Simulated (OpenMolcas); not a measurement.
# Fe²⁺ among point charges: CASSCF levels and susceptibility

Aim: the splitting of the states of Fe²⁺ in the field of 6 point charges, its lowest levels with spin-orbit coupling and its magnetic susceptibility.

Method: state-averaged CASSCF, spin-orbit coupling by RASSI with atomic mean-field integrals. Code: OpenMolcas 26.06.

1 further run of the same task is left out (it didn't finish).

### 1 Starting point

* Species: Fe²⁺ (iron, Z = 26, 24 electrons)
* Basis: ANO-RCC-VDZP [5s4p2d1f], 34 functions
* Scalar Hamiltonian: DKH2, point nucleus
* Inactive shells: 1s 2s 2p 3s 3p
* Active space: 6 electrons in 5 orbitals (3d)
* Some configurations of this space: 3d6
* Orbitals: optimised for each spin and parity, averaged over all roots

Outer shells as boxes (Hund's rule):

3d6
```
3d [↑↓][↑ ][↑ ][↑ ][↑ ]
```

The ion sits among 6 point charges of -2.2 e arranged as a trigonal antiprism (D3d), 2.18 Å from the ion, with a polar angle of 60.2° against the regular 54.74°. The active orbitals were held to one l.

Each step is its own input file, run in one work folder so that later steps find the files of earlier ones. Labels, J, g values, rates, χT and fits are worked out afterwards by a script from the matrices that RASSI stores. The input lists half of the charges; inversion (Group=XYZ) makes the rest.

### 2 One- and two-electron integrals

File a.inp:

```
&GATEWAY
Coord
1

Fe 0.0 0.0 0.0
Basis=ANO-RCC-VDZP
Group=XYZ
NoMove
AngMom=0.0 0.0 0.0
AMFI
XField
3 Angstrom 0
0.000000 1.891902 1.083100 -2.200000
1.638435 -0.945951 1.083100 -2.200000
1.638435 0.945951 -1.083100 -2.200000
&SEWARD
```

The run is started by

```bash
$ OMP_NUM_THREADS=1 MOLCAS_MEM=1689 MOLCAS_PROJECT=a pymolcas a.inp > a.log
```

### 3 Reference wave functions, quintets of even parity, 5 roots

File a.inp:

```
&RASSCF
FileOrb=start.orb
Symmetry=1
Spin=5
nActEl=6 0 0
Inactive=3 6
Ras2=5 0
CIRoot=5 5 1
SDav=5
CIMx=300
Iter=120 100
PrWF=0.3
OrbListing=Nothing
MaxOrb=0
SupSym
1
10 4 5 6 7 8 11 12 13 14 15
0
>>> COPY $Project.JobIph JOB001
```

start.orb holds the contracted functions of the basis, ordered by shell, or the orbitals of the step before.

### 4 CASSCF: triplets of even parity, 45 roots

File a.inp:

```
&RASSCF
FileOrb=start.orb
Symmetry=1
Spin=3
nActEl=6 0 0
Inactive=3 6
Ras2=5 0
CIRoot=45 45 1
SDav=45
CIMx=300
Iter=120 100
PrWF=0.3
OrbListing=Nothing
MaxOrb=0
SupSym
1
10 4 5 6 7 8 11 12 13 14 15
0
>>> COPY $Project.JobIph JOB002
```

### 5 CASSCF: singlets of even parity, 50 roots

File a.inp:

```
&RASSCF
FileOrb=start.orb
Symmetry=1
Spin=1
nActEl=6 0 0
Inactive=3 6
Ras2=5 0
CIRoot=50 50 1
SDav=50
CIMx=300
Iter=120 100
PrWF=0.3
OrbListing=Nothing
MaxOrb=0
SupSym
1
10 4 5 6 7 8 11 12 13 14 15
0
>>> COPY $Project.JobIph JOB003
```

### 6 State interaction with spin-orbit coupling

File a.inp:

```
&RASSI
NrOfJobIphs=3 5 45 50
1 2 3 4 5
1 2 3 4 5 6 7 8 9 10 11 12 13 14 15 16 17 18 19 20 21 22 23 24 25 26 27
28 29 30 31 32 33 34 35 36 37 38 39 40 41 42 43 44 45
1 2 3 4 5 6 7 8 9 10 11 12 13 14 15 16 17 18 19 20 21 22 23 24 25 26 27
28 29 30 31 32 33 34 35 36 37 38 39 40 41 42 43 44 45 46 47 48 49 50
IphNames
JOB001
JOB002
JOB003
EJob
SpinOrbit
DIPRint=1.0
SOCoupling=1000.0
Subsets=2
Property=9
'ANGMOM' 1 'ANGMOM' 2 'ANGMOM' 3 'MLTPL  1' 1 'MLTPL  1' 2 'MLTPL  1' 3
'AMFI' 1 'AMFI' 2 'AMFI' 3
SOProperty=3
'ANGMOM' 1 'ANGMOM' 2 'ANGMOM' 3
```

**Question.** What will these runs give? Wanted: spin-free ground state; first state of the same spin within the active space; lowest level; next level.

The runs gave:

```
                                            quantity                            value
                                              method                           CASSCF
                              spin-free ground state  5A1, 1-fold in its orbital part
first state of the same spin within the active space                  5E at 2460 cm⁻¹
                                        lowest level                        1-fold A1
                                          next level                        12.4 cm⁻¹
                                         χT at 300 K                   3.53 cm³ K/mol
                           effective moment at 300 K                          5.32 μB
```

In words: The spin-free ground state (5A1) comes to 100 % from free-ion D terms and keeps the highest spin of the shell. χT at 300 K is 3.53, against 3.01 cm³ K/mol for the spin alone, so orbital moment adds to it. An active space of the d shell alone favours high spin; real ions in strong fields can be low spin. The field of point charges can differ much from that of real complexes. With metal d orbitals alone active, the gaps between spin states are rough; where two lie within a few thousand cm-1, their order is open. Point charges carry no covalency, so the field is a model and not that of real ligands.
